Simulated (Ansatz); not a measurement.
# CH9NOSSi2: a dynamics run in two tries

The task is a short trajectory. SMILES of the start: NC[Si](O)([SiH3])S.

Method: RKS B3LYP-D4/6-31G, in Ansatz 0.2.0.

**1. The starting structure**

Bond lengths: N1–C2 1.438 Å, C2–Si3 1.915 Å, Si3–O4 1.843 Å, Si3–Si5 2.354 Å, Si3–S6 2.346 Å, N1–H7 1.030 Å, N1–H8 0.967 Å, C2–H9 1.096 Å, C2–H10 1.145 Å, O4–H11 1.072 Å, Si5–H12 1.457 Å, Si5–H13 1.623 Å, Si5–H14 1.514 Å, S6–H15 1.308 Å. Angles (14 of 23 angles, heavy atoms first): N1–C2–Si3 103.1°, C2–Si3–O4 105.7°, C2–Si3–Si5 115.7°, C2–Si3–S6 110.6°, O4–Si3–Si5 94.7°, O4–Si3–S6 113.4°, Si5–Si3–S6 115.5°, N1–C2–H9 107.5°, N1–C2–H10 119.5°, Si3–C2–H9 102.3°, Si3–C2–H10 106.8°, C2–N1–H7 110.6°, C2–N1–H8 127.8°, Si3–O4–H11 109.8°.

Structure file:

```xyz
15

N    -0.3155   -0.1177    2.2492
C     0.6008    0.4305    1.2856
Si   -0.1943   -0.0450   -0.3905
O    -0.2750   -1.8860   -0.3995
Si    1.2213    0.0938   -2.2660
S    -2.2911    0.9788   -0.6303
H    -0.2071   -1.1397    2.3112
H    -1.1387    0.2731    2.5739
H     1.5047   -0.1895    1.3003
H     0.7815    1.5611    1.2582
H    -0.7434   -2.2239   -1.3025
H     1.8604   -1.1938   -2.0309
H     2.1655    1.4104   -2.1715
H     0.7355   -0.1231   -3.6829
H    -2.7811    1.2401    0.5542
```

**2. First attempt**

The input, input.yaml:

```yaml
crystal:
  periodic: [false, false, false]
  atoms:
    - { symbol: "N", position_ang: [-0.3155, -0.117687, 2.249212] }
    - { symbol: C, position_ang: [0.60078, 0.430527, 1.28561] }
    - { symbol: Si, position_ang: [-0.194262, -0.044977, -0.390524] }
    - { symbol: O, position_ang: [-0.275013, -1.885953, -0.399515] }
    - { symbol: Si, position_ang: [1.221341, 0.093807, -2.265956] }
    - { symbol: S, position_ang: [-2.291053, 0.978802, -0.630277] }
    - { symbol: H, position_ang: [-0.207059, -1.139667, 2.311178] }
    - { symbol: H, position_ang: [-1.138663, 0.273146, 2.573879] }
    - { symbol: H, position_ang: [1.504661, -0.189478, 1.300252] }
    - { symbol: H, position_ang: [0.781504, 1.561147, 1.258156] }
    - { symbol: H, position_ang: [-0.743369, -2.223852, -1.302529] }
    - { symbol: H, position_ang: [1.860435, -1.193786, -2.030885] }
    - { symbol: H, position_ang: [2.165475, 1.410402, -2.171533] }
    - { symbol: H, position_ang: [0.735461, -0.123054, -3.682891] }
    - { symbol: H, position_ang: [-2.781132, 1.240112, 0.554161] }
basis:
  gaussian: { orbitals: "6-31G" }
hamiltonian:
  xc: b3lyp
  dispersion: d4
md:
  timestep: 0.5
  n_steps: 25
  ensemble: nvt_langevin
  temperature: 500.0
  initial_velocities: maxwell_boltzmann
  seed: 335273
  friction: 0.02
  temperature_schedule: [{ n_steps: 500, end_temperature: 100.0 }]
```

Command:

```bash
> ansatz run input.yaml --threads 1 --pin off --max-ram 2048MiB --backend cpu --events-out ev --progress --plain --runs-dir out
```

Before running it: what results should come out? Wanted: first try.

**Answer**, as computed:

| quantity | value |
| --- | --- |
| first try | refused |
| cause | the schedule's stages add up to more steps than the run has |

What this shows: The fault in the first input was caught at the input check and cost nothing.
